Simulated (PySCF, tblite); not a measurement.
# C5H7NSSi: geometry, infrared bands and NMR shifts

Aim: predict the infrared bands and NMR shifts of C5H7NSSi (`C=C[SiH2]c1ccsn1`).

The runs use tblite 0.8.0 and PySCF 2.14.0, with density-fitted response routines of our own; the level of theory stands in each step. All values are computed, except where a source is named. Atoms count from 0, in the outputs and in this text.

## Step 1: Starting geometry

15 atoms, charge 0, multiplicity 1; geometry from: force field or distance geometry start.

Bonds of the start (Å): C0–C1 1.34, C1–Si2 1.84, Si2–C3 1.89, C3–C4 1.36, C4–C5 1.35, C5–S6 1.72, S6–N7 1.77, N7–C3 1.31, C0–H8 1.10, C0–H9 1.07, C1–H10 1.09, Si2–H11 1.46, Si2–H12 1.45, C4–H13 1.11, C5–H14 1.09.

## Step 2: Geometry optimisation with GFN2-xTB

What the job is given:

```
{"job": {"kind": "relax", "xc": "GFN2-xTB", "basis": "xTB"}, "charge": 0, "multiplicity": 1}
C      2.486400     0.704900    -0.395500
C      2.027700    -0.177300     0.502100
Si     0.664700    -1.277600    -0.045700
C     -0.852400    -0.188600    -0.366000
C     -1.761100     0.053700     0.611700
C     -2.817100     0.839400     0.293200
S     -2.556100     1.250300    -1.356500
N     -1.044500     0.351300    -1.548700
H      1.966700     0.669900    -1.363600
H      3.275600     1.399100    -0.178000
H      2.458500    -0.248300     1.505800
H      0.386200    -2.229000     1.026800
H      1.032900    -1.909300    -1.294800
H     -1.649000    -0.371100     1.631400
H     -3.622800     1.140500     0.955900
```

Started as:

```console
OMP_NUM_THREADS=1 python probes_run.py task.json out
```

One launch serves the whole session: the jobs run in the order shown.

**Question.** This job is followed by: GFN2-xTB harmonic vibrations, gas phase; GIAO PBE0/pcSseg-1 NMR shielding, non-relativistic, gas phase. What will the session give for the following? strongest single infrared mode (GFN2-xTB); zero-point energy (GFN2-xTB); 13C shifts against TMS (PBE0/pcSseg-1); 1H shifts against TMS (PBE0/pcSseg-1, means over atoms taken as alike); 29Si shifts against TMS (PBE0/pcSseg-1); 33S shifts against CS2 (PBE0/pcSseg-1); 15N shifts against NH3 (PBE0/pcSseg-1).

As calculated:

```
                                                              quantity                                   value
                             strongest single infrared mode (GFN2-xTB)                   2196 cm⁻¹, 330 km/mol
                                          zero-point energy (GFN2-xTB)                           63.5 kcal/mol
                                13C shifts against TMS (PBE0/pcSseg-1)   171.7, 157.1, 146.7, 136.4, 134.6 ppm
1H shifts against TMS (PBE0/pcSseg-1, means over atoms taken as alike)  8.62, 7.70, 6.55, 6.45, 6.10, 5.10 ppm
                               29Si shifts against TMS (PBE0/pcSseg-1)                               -59.3 ppm
                                33S shifts against CS2 (PBE0/pcSseg-1)                                 436 ppm
                                15N shifts against NH3 (PBE0/pcSseg-1)                               369.8 ppm
```

The optimisation took 119 steps and gained 0.639 eV; among the close pairs (by a distance rule), S6–N7 changed most, from 1.769 to 1.632 Å. The lowest mode is imaginary (21i cm⁻¹), so the xTB geometry is not a minimum. The strongest single mode, at 2196 cm⁻¹, moves mainly H11. Unscaled tight-binding wavenumbers are off by several per cent, some by more. Its intensities can rank the bands wrongly. At PBE0/pcSseg-1: Shielding is most anisotropic at N7 (span 605 ppm, paramagnetic term -427 ppm). NICS(1)zz of -32 ppm above the planar ring from C3 marks a diatropic (aromatic) ring current.
